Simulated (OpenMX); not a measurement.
A run of OpenMX 3.8.5 is set up as follows.

Contents of V.dat:

```
System.CurrrentDirectory             ./
System.Name                          V
DATA.PATH                            ./DFT_DATA13
level.of.stdout                      1
level.of.fileout                     1
Species.Number                       1
<Definition.of.Atomic.Species
  V   V6.0-s3p2d2            V_PBE13
Definition.of.Atomic.Species>

<Hubbard.U.values
  V   1s 0.0 2s 0.0 3s 0.0 1p 0.0 2p 0.0 1d 0.0 2d 0.0
Hubbard.U.values>

Atoms.Number                         1
Atoms.SpeciesAndCoordinates.Unit     FRAC
<Atoms.SpeciesAndCoordinates
    1  V     0.5000000000    0.5000000000    0.2941200000   7.500  5.500  off
Atoms.SpeciesAndCoordinates>

Atoms.UnitVectors.Unit               Ang
<Atoms.UnitVectors
     2.2955200000    0.0000000000    0.0000000000
     0.0000000000    2.2955200000    0.0000000000
     0.0000000000    0.0000000000   23.8000000000
Atoms.UnitVectors>

scf.XcType                           GGA-PBE
scf.SpinPolarization                 on
scf.Hubbard.U                        on
scf.Hubbard.Occupation               dual
scf.ElectronicTemperature            580.226
scf.energycutoff                     400.0
scf.maxIter                          120
scf.EigenvalueSolver                 band
scf.Kgrid                            9 9 1
scf.Mixing.Type                      rmm-diis
scf.Init.Mixing.Weight               0.01
scf.Min.Mixing.Weight                0.001
scf.Max.Mixing.Weight                0.2
scf.Mixing.History                   8
scf.Mixing.StartPulay                20
scf.criterion                        1.0e-7
MD.Type                              nomd
```

Potentials or basis: OpenMX 2013 PBE set, V6.0-s3p2d2, grid cutoff 400 Ry.

The run is started by

```bash
$ openmx V.dat -nt 1 > V.std
```

**Question.** Estimate the net moment.

**Answer.** 0.36 μB per cell.

**Question.** Predict the site moments.

**Answer.** V +0.36 μB.

**Question.** What does it give for the band gap on the k mesh?

**Answer.** None (metal or under the smearing width).

Caveat: no basis functions reach into the vacuum, so the work function isn't listed; the basis of atomic orbitals isn't converged, which shifts pressures, moduli and gaps; the U is typed as a test and isn't derived for this compound. The state reached can hang on the start; a lower one may exist.
